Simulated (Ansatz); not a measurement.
**BiMo (zincblende): how the settings move a single-point run**

Question: which choices in the input matter for BiMo (zincblende)?

Computed with Ansatz 0.2.0 (reference: DFT r2SCAN, scalar-relativistic, plane waves, PAW, unless a step's input says otherwise).

3 further runs of the same task are left out: 2 that didn't finish, 1 set aside as unsound or not needed. Runs told in other sessions of the task aren't counted.

### Step 1. The system as given

It takes space group F-43m (No. 216, cubic). The conventional cell has a = 6.271 Å, b = 6.271 Å, c = 6.271 Å, α = 90.00°, β = 90.00°, γ = 90.00°. Around Mo (site symmetry -43m) lie 4 Bi at 2.72 Å. Bi (site symmetry -43m) has 4 Mo at 2.72 Å in its first shell of neighbours.

Coordinates:

```xyz
2
Lattice="0.0000 3.1355 3.1355 3.1355 0.0000 3.1355 3.1355 3.1355 0.0000" Properties=species:S:1:pos:R:3 pbc="T T T"
Mo    0.0000    0.0000    0.0000
Bi    1.5678    1.5678    1.5678
```

### Step 2. Reference

The input, input.yaml:

```yaml
crystal:
  lattice:
    - [0.0, 3.1355102391, 3.1355102391]
    - [3.1355102391, 0.0, 3.1355102391]
    - [3.1355102391, 3.1355102391, 0.0]
  atoms:
    - { symbol: Mo, position: [0.0, 0.0, 0.0] }
    - { symbol: Bi, position: [0.25, 0.25, 0.25] }
basis:
  ecutwfc: 500
  ecutrho_ratio: 4
kpoints:
  mp_grid: { grid: [10, 10, 10] }
hamiltonian:
  xc: r2scan
scf:
  occupations: { method: gaussian, width: 0.05 }
output:
  forces: true
  stress: true
  eigenvalues: true
```

The run is started by

```sh
$ ansatz run input.yaml --threads 2 --pin off --max-ram 2662MiB --backend cpu --events-out ev --progress --plain --runs-dir out
```

### Step 3. Changed: dispersion d3bjatm

Changes to input.yaml since step 2:

```diff
@@ -15,2 +15,3 @@
   xc: r2scan
+  dispersion: d3bjatm
 scf:
@@ -20,2 +21,5 @@
   stress: true
-  eigenvalues: true
+  write_density: true
+  write_potential: true
+  elf: true
+  volumetric_format: npy
```

### Step 4. Changed: ecutwfc 500 eV, n_extra_bands 32

Changes to input.yaml since step 2:

```diff
@@ -9,3 +9,3 @@
 basis:
-  ecutwfc: 500
+  ecutwfc: "500 eV"
   ecutrho_ratio: 4
@@ -17,2 +17,3 @@
   occupations: { method: gaussian, width: 0.05 }
+  n_extra_bands: 32
 output:
@@ -20,2 +21 @@
   stress: true
-  eigenvalues: true
```

### Step 5. Variant: preconditioner none

Changes to input.yaml since step 2:

```diff
@@ -17,2 +17,3 @@
   occupations: { method: gaussian, width: 0.05 }
+  mixing: { preconditioner: none }
 output:
@@ -20,2 +21 @@
   stress: true
-  eigenvalues: true
```

### Step 6. Variant: starting moments, dr2_threshold 1.0e-09, accuracy medium, spin_polarized true

The input, input.yaml:

```yaml
crystal:
  lattice:
    - [0.0, 3.1355102391, 3.1355102391]
    - [3.1355102391, 0.0, 3.1355102391]
    - [3.1355102391, 3.1355102391, 0.0]
  atoms:
    - { symbol: Mo, position: [0.0, 0.0, 0.0], spin: -0.5 }
    - { symbol: Bi, position: [0.25, 0.25, 0.25], spin: -4.0 }
basis:
  ecutwfc: 500
  ecutrho_ratio: 4
kpoints:
  mp_grid: { grid: [10, 10, 10] }
hamiltonian:
  xc: r2scan
scf:
  occupations: { method: gaussian, width: 0.05 }
  convergence: { dr2_threshold: 1.0e-09 }
output:
  forces: true
  stress: true
accuracy: medium
magnetization:
  spin_polarized: true
```

### Step 7. Variant: ecutwfc 700 eV

Changes to input.yaml since step 2:

```diff
@@ -9,3 +9,3 @@
 basis:
-  ecutwfc: 500
+  ecutwfc: "700 eV"
   ecutrho_ratio: 4
@@ -20,2 +20 @@
   stress: true
-  eigenvalues: true
```

What does the calculation give? Wanted: for each run, ending; energy change; pressure; gap; abs. moment; force.

As calculated:

```csv
run,ending,energy change,pressure (GPa),gap (eV),abs. moment (μB),force (eV/Å),cycles,time
reference,converged,0,0.0,0.00,0.00,0.00,7,6.7 s
1: dispersion d3bjatm,converged,-216.7 meV/atom (offset of the dispersion model),-1.0,0.00,0.00,0.00,7,8.4 s
"2: ecutwfc 500 eV, n_extra_bands 32",converged,0.0 meV/atom,0.0,0.00,0.00,0.00,7,9.2 s
3: preconditioner none,converged,0.0 meV/atom,0.0,0.00,0.00,0.00,7,5.9 s
"4: starting moments, dr2_threshold 1.0e-09, accuracy medium, spin_polarized true",converged,-417.3 meV/atom,6.0,0.00,3.40,0.00,25,35 s
5: ecutwfc 700 eV,converged,-1.3 meV/atom,0.0,0.00,0.00,0.00,7,8.1 s
```

Times don't compare one to one where runs were asked for different outputs or read a saved state (see the inputs); cycles may leave out searches for a lower state.

Residual by cycle in the longest SCF loop of each run; runs are numbered as in the table. The quantity is the density residual dr2, in eV.

```csv
cycle,reference,run 1,run 2,run 3,run 4,run 5
1,0.073,0.073,0.073,0.073,0.949,0.0729
3,0.00972,0.00972,0.00976,0.0017,0.132,0.00793
5,2.2e-5,2.2e-5,2.2e-5,8.8e-6,0.0109,1.5e-5
8,-,-,-,-,0.00668,-
10,-,-,-,-,8.8e-4,-
12,-,-,-,-,2.2e-5,-
14,-,-,-,-,1.2e-5,-
16,-,-,-,-,3.0e-7,-
18,-,-,-,-,6.9e-8,-
21,-,-,-,-,1.9e-9,-
23,-,-,-,-,1.3e-10,-
25,-,-,-,-,4.9e-11,-
```

**Reading.** Of the converged runs whose energies compare with the reference's, «starting moments, dr2_threshold 1.0e-09, accuracy medium, spin_polarized true» moves the energy most (-417.3 meV/atom). The pressure spans -1.0 to 6.0 GPa over the reference and the converged variants.
